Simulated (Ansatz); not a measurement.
# CH4N2Sn: up Jacob's ladder to CCSD(T)

How much do the methods differ for CH4N2Sn? The plan is to run it at one geometry with functionals of several rungs and with coupled cluster. The yardstick is the atomisation energy at the CCSD(T) limit.

Method: functionals in def2-TZVPP, the program's frozen cores in correlated methods; program: Ansatz 0.2.0, Gaussian basis.

Levels to be run: LDA (SPW92), PBE-D4, revPBE-D4, BLYP-D4, r2SCAN-D4, B97M-V, PBE0-D4, B3LYP-D4, r2SCANh-D4, r2SCAN0-D4, HSE06-D4, BHLYP-D4, CAM-B3LYP-D4, LC-ωPBE, ωB97X-V, ωB97M-V, B2PLYP, PBE-QIDH; CCSD(T)/def2-SVP; CCSD(T)/def2-TZVPP; MP2/def2-QZVPP; extrapolation to the limit; RPA on PBE.

## (1) The relaxed structure

All runs share one geometry, relaxed beforehand with PBE0-D4 in a triple-zeta def2 set. Sn takes the def2 core potential; no spin-orbit term is included.

SMILES `C1=[N][SnH2][NH]1`, 8 atoms, charge 0, spin multiplicity 1.

Atoms are counted from 1 here; the program's logs count them from 0.

Bond lengths: C1–N2 1.293 Å, C1–N4 1.366 Å, C1–H5 1.096 Å, N2–Sn3 2.073 Å, Sn3–N4 2.087 Å, Sn3–H6 1.707 Å, Sn3–H7 1.707 Å, N4–H8 1.007 Å. Angles: N2–C1–N4 118.7°, N2–C1–H5 121.5°, N4–C1–H5 119.7°, C1–N2–Sn3 88.4°, N2–Sn3–N4 66.8°, N2–Sn3–H6 122.2°, N2–Sn3–H7 119.8°, N4–Sn3–H6 114.5°, N4–Sn3–H7 114.1°, H6–Sn3–H7 111.5°, C1–N4–Sn3 85.9°, C1–N4–H8 122.3°, Sn3–N4–H8 147.8°.

## (2) LDA

This LDA is Slater exchange with PW92 correlation.

The input, in.yaml:

```yaml
crystal:
  periodic: [false, false, false]
  atoms:
    - {symbol: C, position_ang: [-0.790822, 0.187361, -0.937656]}
    - {symbol: N, position_ang: [0.200863, 0.995297, -1.129232]}
    - {symbol: Sn, position_ang: [1.063169, 0.253964, 0.603604]}
    - {symbol: N, position_ang: [-0.808493, -0.573911, 0.196896]}
    - {symbol: H, position_ang: [-1.619501, 0.118159, -1.651901]}
    - {symbol: H, position_ang: [1.135816, 1.165097, 2.045740]}
    - {symbol: H, position_ang: [2.355155, -0.856871, 0.498863]}
    - {symbol: H, position_ang: [-1.443988, -1.346198, 0.317788]}
basis:
  gaussian: {orbitals: def2-TZVPP}
hamiltonian: {xc: lda}
output: {orbitals: {seedname: orbitals}}
```

Run with:

```sh
$ ansatz run in.yaml --threads 2 --pin off --events-out ev --progress --plain --max-ram 4352MiB
```

Further steps of the session: PBE-D4 (GGA); revPBE-D4 (GGA); BLYP-D4 (GGA); r2SCAN-D4 (meta-GGA); B97M-V (meta-GGA); PBE0-D4 (hybrid); B3LYP-D4 (hybrid); r2SCANh-D4 (hybrid); r2SCAN0-D4 (hybrid); HSE06-D4 (hybrid); BHLYP-D4 (hybrid); CAM-B3LYP-D4 (range-separated); LC-ωPBE (range-separated); ωB97X-V (range-separated); ωB97M-V (range-separated); B2PLYP (double hybrid); PBE-QIDH (double hybrid); CCSD(T) in def2-SVP; CCSD(T) in def2-TZVPP; MP2 in def2-QZVPP; RPA on PBE orbitals.

**Question.** What will the summary of the whole plan be? Wanted: atomisation energy, CCSD(T)/CBS; farthest beyond LDA; mean size of error, GGA; mean size of error, meta-GGA; mean size of error, hybrid; mean size of error, range-separated; mean size of error, double hybrid; gap, smallest and largest; T1 diagnostic.

As calculated:

| quantity | value |
| --- | --- |
| atomisation energy, CCSD(T)/CBS | 2642.5 kJ/mol |
| functionals within 26.4 kJ/mol (1.0 %) | revPBE-D4, r2SCAN-D4, B97M-V, PBE0-D4, B3LYP-D4, HSE06-D4, CAM-B3LYP-D4, LC-ωPBE, ωB97X-V, ωB97M-V |
| farthest beyond LDA | BHLYP-D4 (-138.6 kJ/mol) |
| mean size of error, GGA | 44.7 kJ/mol |
| mean size of error, meta-GGA | 20.1 kJ/mol |
| mean size of error, hybrid | 49.4 kJ/mol |
| mean size of error, range-separated | 10.2 kJ/mol |
| mean size of error, double hybrid | 46.1 kJ/mol |
| gap, smallest and largest | 3.30 eV (BLYP-D4), 10.04 eV (LC-ωPBE) |
| T1 diagnostic | 0.0165 |
| triples share of the correlation energy | 4.2 % |

What this shows: LDA overbinds by 488.9 kJ/mol (19 %). PBE-D4 misses by +96.9 kJ/mol. Double hybrids carry the basis error of their MP2 part in triple zeta, and no dispersion term here, so their miss is partly the set-up's. The rungs range-separated, meta-GGA miss on average by less than the doubt on the reference (26.4 kJ/mol), so they tie. The reference freezes the cores and leaves out spin-orbit coupling and excitations past (T), and its outer-core shells are covered unevenly, so misses under about 26.4 kJ/mol can't be ranked. All levels share the lack of spin-orbit coupling, which lowers the free heavy atoms and so the true binding. Hartree-Fock recovers 61 % of the binding; the rest is correlation. CCSD(T) in def2-SVP is off by -249.1 kJ/mol, which most functionals beat. The gap grows from 3.3 to 10.0 eV across the functionals, mostly with the share of exact exchange. Correlated methods include outer-core shells of Sn, which these sets cover unevenly.
